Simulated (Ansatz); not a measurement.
**H2Br+ (triplet): the correlation ladder, cc-pVDZ**

How much of the correlation energy of H2Br+ (triplet) does each wave-function method recover here?

The runs use Ansatz 0.2.0, Gaussian basis; cc-pVDZ, core rule «outside noble gas», up to 14 orbitals frozen.

The runs, in order: UHF; CCSD(T) on ROHF; CCSD(T) on UHF; BCCD(T) on ROHF; CISD as a restricted active space (open shells left free, so some higher excitations enter); CCSDT(Q) on ROHF; CCSDT(Q) on UHF; CISDTQ; CASSCF and MRCISD+Q, 8 electrons in 6 orbitals; CASSCF and NEVPT2, 8 electrons in 6 orbitals.

6 further runs of the same task are left out: 2 that didn't finish, 4 set aside as unsound or not needed. Runs told in other sessions of the task aren't counted.

## (1) What is computed

The geometry is a PBE0/def2-TZVP stationary point (not a proven minimum) of the parent state, kept for this charge and spin. No spin-orbit coupling is included. The filled d shell of Br may be among the frozen orbitals whatever the setting's name suggests.

3 atoms, charge 1, spin multiplicity 3.

Atoms are counted from 1 here; the program's logs count them from 0.

Bond lengths: Br1–H2 1.447 Å, Br1–H3 1.447 Å. Angles: H2–Br1–H3 92.5°.

## (2) UHF

File in.yaml:

```yaml
crystal:
  periodic: [false, false, false]
  atoms:
    - {symbol: Br, position_ang: [0.000000, -0.024617, 0.000000]}
    - {symbol: H, position_ang: [0.000000, 0.975758, -1.045847]}
    - {symbol: H, position_ang: [0.000000, 0.975758, 1.045847]}
basis:
  gaussian: {orbitals: cc-pVDZ}
total_charge: 1
magnetization: {spin_polarized: true, initial_magnetization: 2}
hamiltonian: {xc: hf}
output: {orbitals: {seedname: orbitals}}
```

Launch:

```bash
$ ansatz run in.yaml --threads 1 --pin off --events-out ev --progress --plain --max-ram 2393MiB
```

After this run come: CCSD(T) on ROHF; CCSD(T) on UHF; BCCD(T) on ROHF; CISD as a restricted active space (open shells left free, so some higher excitations enter); CCSDT(Q) on ROHF; CCSDT(Q) on UHF; CISDTQ; CASSCF and MRCISD+Q, 8 electrons in 6 orbitals; CASSCF and NEVPT2, 8 electrons in 6 orbitals.

Q: Predict the results of all the runs planned. Wanted: UCCSDT(Q) from the RHF energy; RMP2 from UCCSDT(Q); UMP2 from UCCSDT(Q); RCCSD from UCCSDT(Q); RCCSD(T) from UCCSDT(Q); UCCSD(T) from UCCSDT(Q); RCCSDT(Q) from UCCSDT(Q); NEVPT2 valence from UCCSDT(Q); MRCISD+Q valence from UCCSDT(Q).

The runs gave:

```
                         quantity                                                                             value
    UCCSDT(Q) from the ROHF energy                                                                        -4.0545 eV
              RMP2 from UCCSDT(Q)                                                                   +16.12 kcal/mol
              UMP2 from UCCSDT(Q)                                                                   +17.26 kcal/mol
             RCCSD from UCCSDT(Q)                                                                    +2.33 kcal/mol
          RCCSD(T) from UCCSDT(Q)                                                                    +0.52 kcal/mol
          UCCSD(T) from UCCSDT(Q)                                                                    +0.43 kcal/mol
         RCCSDT(Q) from UCCSDT(Q)                                                                    +0.09 kcal/mol
    NEVPT2 valence from UCCSDT(Q)                                                                   +16.34 kcal/mol
  MRCISD+Q valence from UCCSDT(Q)                                                                    -0.08 kcal/mol
levels within 1 kcal/mol (43 meV)  RCCSD(T), UCCSD(T), BCCD(T), RCCSDT, UCCSDT, CISDTQ, RCCSDT(Q), MRCISD+Q valence
                    T1 diagnostic                                                                             0.016
   effectively unpaired electrons                                                                              2.01
```

What this shows: RCCSD(T) misses by +0.52 kcal/mol, 0.6 % of the correlation energy. One determinant dominates. Of the multireference levels listed MRCISD+Q valence comes nearest in total energy (-0.08 kcal/mol), which doesn't show that its space is the better one. These misses are within one basis, not against nature; the frozen cores of restricted and unrestricted runs differ, which can shift their rows.

With open shells the CI space here admits some higher excitations, so it is larger than plain CISD.
